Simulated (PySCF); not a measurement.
# ScH2: a ladder of methods

Aim: at the PBE0 minimum of doublet ScH2, found before, compare methods on energies and levels.

Method: several methods, basis Sc def2-TZVP, H def2-TZVP, no relativity, density fitting; program: PySCF 2.14.0.

### Step 1. The system as given

3 atoms, charge 0, spin multiplicity 2.

Bond lengths: Sc1–H2 1.822 Å, Sc1–H3 1.822 Å. Angles: H2–Sc1–H3 120.4°.

```xyz
3
charge 0 multiplicity 2
Sc    0.0151   -0.0358    0.0000
H    -0.3375    0.7984    1.5807
H    -0.3375    0.7984   -1.5807
```

### Step 2. Density, ELF and potential

The plane holds Sc1 at (0.00, 0.00), H2 at (1.82, 0.00), H3 at (-0.92, 1.57) Å. Columns run from x = -2.85 to 4.05 Å, rows from y = 3.75 (top) to -1.95 Å, in steps of 0.3 Å.

Density (cut at 5 e/Å³):

Ten steps from '0' (0.000 e/Å³) to '9' (5.000 e/Å³), finer at the low end (step k begins (100^(k/10) - 1)/99 of the way up):
```
000000000000000000000000
000000000000000000000000
000000000000000000000000
000000000000000000000000
000001111100000000000000
000012332110000000000000
000124554210000000000000
000135775321000000000000
000135665421000100000000
000124555432111211000000
000123456765323332100000
000012368998544553210000
000001379999755774210000
000001379999755774210000
000001258998644553210000
000000135775333332100000
000000012332212211000000
000000001111001100000000
000000000000000000000000
000000000000000000000000
```

ELF (0 where the density is under 0.005 e/Å³):

Ten even steps from '0' (0.00) to '9' (1.00):
```
000000000000000000000000
000000000000000000000000
000008998600000000000000
000899999980000000000000
008999999995000000000000
009999999996000000000000
089999999995000000000000
099999999992000367000000
089999999830003899970000
079999996210018999997000
058998634664029999999000
024542148888439999999700
001100288668649999999800
000000388668649999999800
000000178789439999999700
000000015787129999999000
000220000231017999997000
000054100000015999980000
000077631000003688600000
000008875210001200000000
```

Lowest empty orbital at -1.85 eV (sign arbitrary; one member if degenerate):

Ten even steps from '0' (-1.04 Å^-3/2) to '9' (0.26 Å^-3/2):
```
888888777777777777777777
888888877777777777777777
888888887777777777777777
888888888777777777777777
888888888777777777777777
888888888777777777777777
888888888777777777777777
888888888777777777777777
888888888766777777777777
888888887655677778888777
778888887534567788888887
777778888502567888888888
777777789904678888888888
777777665099888888888888
777766553269888888888888
777766543357888888888888
777666554457788888888888
777766555566777888888888
777766666666777788888888
777776666667777778888888
```

Along Sc1–H2 (1.822 Å) the density is least, 0.57 e/Å³, about 1.09 Å from Sc1; ELF there is 0.52.

Making the fields ran for 1.3 s (2 threads of Intel Xeon Platinum 8259CL at 2.50GHz (Skylake/Cascade Lake), shared host).

### Step 3. PBE0

One driver script runs all steps and calls PySCF; scf.py shows the equivalent input of each level. Each SCF starts from the density of the minimum. The driver also runs the species with one electron less or more at the same geometry; their logs are not shown.

Input file scf.py:

```python
from pyscf import gto, scf, dft
mol = gto.M(atom='''
Sc     0.015133    -0.035795     0.000000
H     -0.337525     0.798353     1.580731
H     -0.337525     0.798353    -1.580731''',
    basis={'Sc': 'def2-TZVP', 'H': 'def2-TZVP'},
    charge=0, spin=1)
mf = dft.UKS(mol, xc='PBE0')
mf.grids.atom_grid = (75, 302)
aux = {'Sc': 'def2-universal-JKFIT', 'H': 'def2-universal-JKFIT'}
mf = mf.density_fit(auxbasis=aux)
mf.conv_tol = 1e-08
mf.diis_space = 10
mf.max_cycle = 60
mf.verbose = 4
mf.kernel()
```

Launch:

```sh
OMP_NUM_THREADS=2 python axn.py task.json out
```

What it wrote:

```text
init E= -761.61162152245
[... the frontier-level lines of each cycle are left out ...]
cycle= 1 E= -761.611621522296  delta_E= 1.54e-10  |g|= 5.6e-05  |ddm|= 0.000111
Extra cycle  E= -761.611621521196  delta_E= 1.1e-09  |g|= 7.61e-05  |ddm|= 0.000142
converged SCF energy = -761.611621521196  <S^2> = 0.75403353  2S+1 = 2.0040295
```

This level, with the species of one electron less or more, took 1.2 s.

- energy: -761.611622 Eh
- one electron less (charge +1): -761.361369 Eh (singlet, ⟨S²⟩ 0.00)
- one electron more (charge -1): -761.621995 Eh (singlet, ⟨S²⟩ 0.00)
- Mulliken charge of Sc1: +0.44 e

### Step 4. HF

Changes to scf.py since step 3:

```diff
@@ -8,2 +8 @@
-mf = dft.UKS(mol, xc='PBE0')
-mf.grids.atom_grid = (75, 302)
+mf = scf.UHF(mol)
```

What it wrote:

```text
init E= -760.84039670622
[... the frontier-level lines of each cycle are left out ...]
cycle= 1 E= -760.853883085045  delta_E= -0.0135  |g|= 0.0541  |ddm|= 0.131
cycle= 2 E= -760.85578515802  delta_E= -0.0019  |g|= 0.0172  |ddm|= 0.0856
cycle= 3 E= -760.856199885089  delta_E= -0.000415  |g|= 0.00843  |ddm|= 0.0266
cycle= 4 E= -760.856411800613  delta_E= -0.000212  |g|= 0.00303  |ddm|= 0.0348
cycle= 5 E= -760.856457506008  delta_E= -4.57e-05  |g|= 0.00177  |ddm|= 0.0157
cycle= 6 E= -760.856475494585  delta_E= -1.8e-05  |g|= 0.00151  |ddm|= 0.00572
cycle= 7 E= -760.856500654688  delta_E= -2.52e-05  |g|= 0.00125  |ddm|= 0.00924
cycle= 8 E= -760.856529139031  delta_E= -2.85e-05  |g|= 0.00108  |ddm|= 0.0129
cycle= 9 E= -760.856548403358  delta_E= -1.93e-05  |g|= 0.00102  |ddm|= 0.01
cycle= 10 E= -760.856580039787  delta_E= -3.16e-05  |g|= 0.000898  |ddm|= 0.0187
cycle= 11 E= -760.856647511772  delta_E= -6.75e-05  |g|= 0.000733  |ddm|= 0.0523
cycle= 12 E= -760.856656113654  delta_E= -8.6e-06  |g|= 0.000563  |ddm|= 0.00915
cycle= 13 E= -760.856684267283  delta_E= -2.82e-05  |g|= 0.000846  |ddm|= 0.051
cycle= 14 E= -760.856685411176  delta_E= -1.14e-06  |g|= 0.000338  |ddm|= 0.00456
cycle= 15 E= -760.85668663206  delta_E= -1.22e-06  |g|= 0.00024  |ddm|= 0.0137
cycle= 16 E= -760.85668668619  delta_E= -5.41e-08  |g|= 2.8e-05  |ddm|= 0.00126
cycle= 17 E= -760.856686687268  delta_E= -1.08e-09  |g|= 1.51e-05  |ddm|= 0.000318
Extra cycle  E= -760.856686687464  delta_E= -1.97e-10  |g|= 7.6e-06  |ddm|= 3.25e-05
converged SCF energy = -760.856686687464  <S^2> = 0.75841609  2S+1 = 2.0083985
```

This level, with the species of one electron less or more, took under 0.5 s.

* energy: -760.856687 Eh
* one electron less (charge +1): -760.620967 Eh (singlet, ⟨S²⟩ 0.00)
* one electron more (charge -1): -760.834968 Eh (singlet, ⟨S²⟩ 0.00)
* Mulliken charge of Sc1: +0.56 e

### Step 5. PBE

Changes to scf.py since step 4:

```diff
@@ -8 +8,2 @@
-mf = scf.UHF(mol)
+mf = dft.UKS(mol, xc='PBE')
+mf.grids.atom_grid = (75, 302)
```

What it wrote:

```text
init E= -761.574531335008
[... the frontier-level lines of each cycle are left out ...]
cycle= 1 E= -761.574131512395  delta_E= 0.0004  |g|= 0.0608  |ddm|= 0.104
cycle= 2 E= -761.560242324456  delta_E= 0.0139  |g|= 0.159  |ddm|= 0.283
cycle= 3 E= -761.576599152376  delta_E= -0.0164  |g|= 0.00776  |ddm|= 0.219
cycle= 4 E= -761.576642796077  delta_E= -4.36e-05  |g|= 0.0027  |ddm|= 0.015
cycle= 5 E= -761.576645721605  delta_E= -2.93e-06  |g|= 0.000338  |ddm|= 0.00223
cycle= 6 E= -761.576645847341  delta_E= -1.26e-07  |g|= 0.000104  |ddm|= 0.000604
cycle= 7 E= -761.576645857007  delta_E= -9.67e-09  |g|= 2.55e-05  |ddm|= 0.000199
Extra cycle  E= -761.576645857154  delta_E= -1.47e-10  |g|= 3.38e-05  |ddm|= 8.54e-05
converged SCF energy = -761.576645857154  <S^2> = 0.75250646  2S+1 = 2.0025049
```

This level, with the species of one electron less or more, took 3.3 s.

* energy: -761.576646 Eh
* one electron less (charge +1): -761.328314 Eh (singlet, ⟨S²⟩ 0.00)
* one electron more (charge -1): -761.590459 Eh (singlet, ⟨S²⟩ 0.00)
* Mulliken charge of Sc1: +0.40 e

### Step 6. B3LYP

Changes to scf.py since step 5:

```diff
@@ -8 +8 @@
-mf = dft.UKS(mol, xc='PBE')
+mf = dft.UKS(mol, xc='B3LYP')
```

What it wrote:

```text
init E= -761.832739729221
[... the frontier-level lines of each cycle are left out ...]
cycle= 1 E= -761.833209302317  delta_E= -0.00047  |g|= 0.00368  |ddm|= 0.048
cycle= 2 E= -761.833218460301  delta_E= -9.16e-06  |g|= 0.00329  |ddm|= 0.00931
cycle= 3 E= -761.833224068203  delta_E= -5.61e-06  |g|= 0.00103  |ddm|= 0.00424
cycle= 4 E= -761.833226765494  delta_E= -2.7e-06  |g|= 0.000749  |ddm|= 0.00357
cycle= 5 E= -761.833228472582  delta_E= -1.71e-06  |g|= 0.000466  |ddm|= 0.00252
cycle= 6 E= -761.833230771771  delta_E= -2.3e-06  |g|= 0.000305  |ddm|= 0.00471
cycle= 7 E= -761.833232630388  delta_E= -1.86e-06  |g|= 0.00013  |ddm|= 0.00666
cycle= 8 E= -761.833232977197  delta_E= -3.47e-07  |g|= 3.5e-05  |ddm|= 0.00355
cycle= 9 E= -761.833232992152  delta_E= -1.5e-08  |g|= 9.09e-06  |ddm|= 0.000816
cycle= 10 E= -761.833232992368  delta_E= -2.16e-10  |g|= 1.48e-06  |ddm|= 3.35e-05
Extra cycle  E= -761.83323299238  delta_E= -1.11e-11  |g|= 1.37e-06  |ddm|= 6.42e-06
converged SCF energy = -761.83323299238  <S^2> = 0.75284426  2S+1 = 2.0028422
```

This level, with the species of one electron less or more, ran for 2.5 s (2 threads of Intel Xeon Platinum 8259CL at 2.50GHz (Skylake/Cascade Lake), shared host).

- energy: -761.833233 Eh
- one electron less (charge +1): -761.577987 Eh (singlet, ⟨S²⟩ 0.00)
- one electron more (charge -1): -761.847675 Eh (singlet, ⟨S²⟩ 0.00)
- Mulliken charge of Sc1: +0.47 e

### Step 7. r2SCAN

Changes to scf.py since step 6:

```diff
@@ -8,2 +8,2 @@
-mf = dft.UKS(mol, xc='B3LYP')
-mf.grids.atom_grid = (75, 302)
+mf = dft.UKS(mol, xc='R2SCAN')
+mf.grids.atom_grid = (90, 434)
```

What it wrote:

```text
init E= -761.76719812907
[... the frontier-level lines of each cycle are left out ...]
cycle= 1 E= -761.768059424822  delta_E= -0.000861  |g|= 0.0195  |ddm|= 0.0783
cycle= 2 E= -761.767247316813  delta_E= 0.000812  |g|= 0.0418  |ddm|= 0.0714
cycle= 3 E= -761.768315563052  delta_E= -0.00107  |g|= 0.00278  |ddm|= 0.0523
cycle= 4 E= -761.768329134015  delta_E= -1.36e-05  |g|= 0.0015  |ddm|= 0.012
cycle= 5 E= -761.768333309202  delta_E= -4.18e-06  |g|= 0.00089  |ddm|= 0.00818
cycle= 6 E= -761.768334309887  delta_E= -1e-06  |g|= 0.000258  |ddm|= 0.0043
cycle= 7 E= -761.768334397409  delta_E= -8.75e-08  |g|= 5.4e-05  |ddm|= 0.00127
cycle= 8 E= -761.768334403742  delta_E= -6.33e-09  |g|= 1.76e-05  |ddm|= 0.000346
Extra cycle  E= -761.76833440545  delta_E= -1.71e-09  |g|= 2.54e-05  |ddm|= 0.000132
converged SCF energy = -761.76833440545  <S^2> = 0.75581621  2S+1 = 2.0058078
```

This level, with the species of one electron less or more, took 7.4 s.

| Property | Result |
| --- | --- |
| energy | -761.768334 Eh |
| one electron less (charge +1) | -761.519447 Eh (singlet, ⟨S²⟩ 0.00) |
| one electron more (charge -1) | -761.775437 Eh (singlet, ⟨S²⟩ 0.00) |
| Mulliken charge of Sc1 | +0.47 e |

### Step 8. TPSSh

Changes to scf.py since step 7:

```diff
@@ -8 +8 @@
-mf = dft.UKS(mol, xc='R2SCAN')
+mf = dft.UKS(mol, xc='TPSSH')
```

What it wrote:

```text
init E= -761.830195735558
[... the frontier-level lines of each cycle are left out ...]
cycle= 1 E= -761.830768660643  delta_E= -0.000573  |g|= 0.0106  |ddm|= 0.0615
cycle= 2 E= -761.830774532225  delta_E= -5.87e-06  |g|= 0.0136  |ddm|= 0.0329
cycle= 3 E= -761.830882974151  delta_E= -0.000108  |g|= 0.00405  |ddm|= 0.0209
cycle= 4 E= -761.830914334037  delta_E= -3.14e-05  |g|= 0.00194  |ddm|= 0.0124
cycle= 5 E= -761.830935900522  delta_E= -2.16e-05  |g|= 0.00157  |ddm|= 0.0127
cycle= 6 E= -761.830960696784  delta_E= -2.48e-05  |g|= 0.00118  |ddm|= 0.0232
cycle= 7 E= -761.830968258894  delta_E= -7.56e-06  |g|= 0.000329  |ddm|= 0.017
cycle= 8 E= -761.830968633722  delta_E= -3.75e-07  |g|= 3.64e-05  |ddm|= 0.00393
cycle= 9 E= -761.830968640232  delta_E= -6.51e-09  |g|= 2.18e-05  |ddm|= 0.000494
Extra cycle  E= -761.830968640426  delta_E= -1.95e-10  |g|= 3.04e-05  |ddm|= 7.6e-05
converged SCF energy = -761.830968640426  <S^2> = 0.75282452  2S+1 = 2.0028225
```

This level, with the species of one electron less or more, took 8 s.

```
energy                        : -761.830969 Eh
one electron less (charge +1) : -761.584322 Eh (singlet, ⟨S²⟩ 0.00)
one electron more (charge -1) : -761.841500 Eh (singlet, ⟨S²⟩ 0.00)
Mulliken charge of Sc1        : +0.48 e
```

### Step 9. CAM-B3LYP

Changes to scf.py since step 8:

```diff
@@ -8,2 +8,2 @@
-mf = dft.UKS(mol, xc='TPSSH')
-mf.grids.atom_grid = (90, 434)
+mf = dft.UKS(mol, xc='CAMB3LYP')
+mf.grids.atom_grid = (75, 302)
```

What it wrote:

```text
init E= -761.834697297934
[... the frontier-level lines of each cycle are left out ...]
cycle= 1 E= -761.835291167308  delta_E= -0.000594  |g|= 0.00816  |ddm|= 0.051
cycle= 2 E= -761.835367316861  delta_E= -7.61e-05  |g|= 0.00689  |ddm|= 0.0237
cycle= 3 E= -761.835398649427  delta_E= -3.13e-05  |g|= 0.00178  |ddm|= 0.00676
cycle= 4 E= -761.835418824887  delta_E= -2.02e-05  |g|= 0.000845  |ddm|= 0.0106
cycle= 5 E= -761.835427012205  delta_E= -8.19e-06  |g|= 0.00063  |ddm|= 0.00604
cycle= 6 E= -761.835433533935  delta_E= -6.52e-06  |g|= 0.000534  |ddm|= 0.00575
cycle= 7 E= -761.835440106172  delta_E= -6.57e-06  |g|= 0.000444  |ddm|= 0.00747
cycle= 8 E= -761.835444257829  delta_E= -4.15e-06  |g|= 0.000329  |ddm|= 0.00625
cycle= 9 E= -761.835449437453  delta_E= -5.18e-06  |g|= 0.000109  |ddm|= 0.0148
cycle= 10 E= -761.835449743802  delta_E= -3.06e-07  |g|= 3.44e-05  |ddm|= 0.00412
cycle= 11 E= -761.835449747255  delta_E= -3.45e-09  |g|= 8.43e-06  |ddm|= 0.000306
Extra cycle  E= -761.835449747491  delta_E= -2.36e-10  |g|= 6.21e-06  |ddm|= 2.43e-05
converged SCF energy = -761.835449747491  <S^2> = 0.75276545  2S+1 = 2.0027635
```

This level, with the species of one electron less or more, took 3.6 s.

| Item | Value |
| --- | --- |
| energy | -761.835450 Eh |
| one electron less (charge +1) | -761.578678 Eh (singlet, ⟨S²⟩ 0.00) |
| one electron more (charge -1) | -761.846356 Eh (singlet, ⟨S²⟩ 0.00) |
| Mulliken charge of Sc1 | +0.48 e |

### Step 10. revPBE

Changes to scf.py since step 9:

```diff
@@ -8 +8 @@
-mf = dft.UKS(mol, xc='CAMB3LYP')
+mf = dft.UKS(mol, xc='PBE_R,PBE')
```

What it wrote:

```text
init E= -761.707874983431
[... the frontier-level lines of each cycle are left out ...]
cycle= 1 E= -761.708052693063  delta_E= -0.000178  |g|= 0.0536  |ddm|= 0.107
cycle= 2 E= -761.697609996375  delta_E= 0.0104  |g|= 0.139  |ddm|= 0.247
cycle= 3 E= -761.709854620688  delta_E= -0.0122  |g|= 0.00491  |ddm|= 0.191
cycle= 4 E= -761.709868302773  delta_E= -1.37e-05  |g|= 0.00186  |ddm|= 0.00824
cycle= 5 E= -761.709869971922  delta_E= -1.67e-06  |g|= 0.00031  |ddm|= 0.00226
cycle= 6 E= -761.7098701097  delta_E= -1.38e-07  |g|= 0.000146  |ddm|= 0.00125
cycle= 7 E= -761.709870136119  delta_E= -2.64e-08  |g|= 9.34e-05  |ddm|= 0.000624
cycle= 8 E= -761.709870143532  delta_E= -7.41e-09  |g|= 1.91e-05  |ddm|= 0.000322
Extra cycle  E= -761.709870143299  delta_E= 2.33e-10  |g|= 3e-05  |ddm|= 6.28e-05
converged SCF energy = -761.709870143299  <S^2> = 0.75238222  2S+1 = 2.0023808
```

This level, with the species of one electron less or more, ran for 4.5 s (2 threads of Intel Xeon Platinum 8259CL at 2.50GHz (Skylake/Cascade Lake), shared host).

| Item | Value |
| --- | --- |
| energy | -761.709870 Eh |
| one electron less (charge +1) | -761.463996 Eh (singlet, ⟨S²⟩ 0.00) |
| one electron more (charge -1) | -761.721666 Eh (singlet, ⟨S²⟩ 0.00) |
| Mulliken charge of Sc1 | +0.42 e |

### Step 11. All levels side by side

| level | atomisation energy (kJ/mol) | vertical ionisation energy (eV) | vertical electron affinity (eV) | −ε(HOMO) (eV) | gap (eV) | dipole (D) | wall time |
| --- | --- | --- | --- | --- | --- | --- | --- |
| PBE0 | 502 | 6.81 | 0.28 | 4.78 | 2.93 | 3.71 | 1.2 s |
| HF | 348 | 6.41 | -0.59 | 7.34 | 8.12 | 3.65 | under 0.5 s |
| PBE | 522 | 6.76 | 0.38 | 3.75 | 0.62 | 3.31 | 3.3 s |
| B3LYP | 522 | 6.95 | 0.39 | 4.63 | 2.45 | 3.59 | 2.5 s |
| r2SCAN | 534 | 6.77 | 0.19 | 3.94 | 1.16 | 3.80 | 7.4 s |
| TPSSh | 555 | 6.71 | 0.29 | 4.13 | 1.82 | 3.98 | 8 s |
| CAM-B3LYP | 519 | 6.99 | 0.30 | 6.06 | 4.99 | 3.78 | 3.6 s |
| revPBE | 517 | 6.69 | 0.32 | 3.71 | 0.71 | 3.40 | 4.5 s |

Times are for 2 threads of Intel Xeon Platinum 8259CL at 2.50GHz (Skylake/Cascade Lake), shared host; PBE0 starts from its own converged density, so its time is not comparable. A dash stands where a species or a free atom was not run at that level, or the quantity is not defined.

Atomisation goes to high-spin atoms in their ground configurations, run at the same level, without zero-point energy.

### Step 12. Summary of results

| quantity | value |
| --- | --- |
| atomisation energy, range | 348 (HF) to 555 (TPSSh) kJ/mol |
| vertical ionisation energy, range | 6.41 (HF) to 6.99 (CAM-B3LYP) eV |
| vertical electron affinity, range | -0.59 (HF) to 0.39 (B3LYP) eV |
| orbital gap, range | 0.62 (PBE) to 8.12 (HF) eV |

**Reading.** The atomisation energy spreads over 207 kJ/mol, from HF to TPSSh; without a CCSD(T) value for it there is no yardstick here. Without diffuse functions electron affinities tend to come out too low. This is the lowest SCF solution found for this spin; with open d or f shells other occupations or spin states may lie lower.
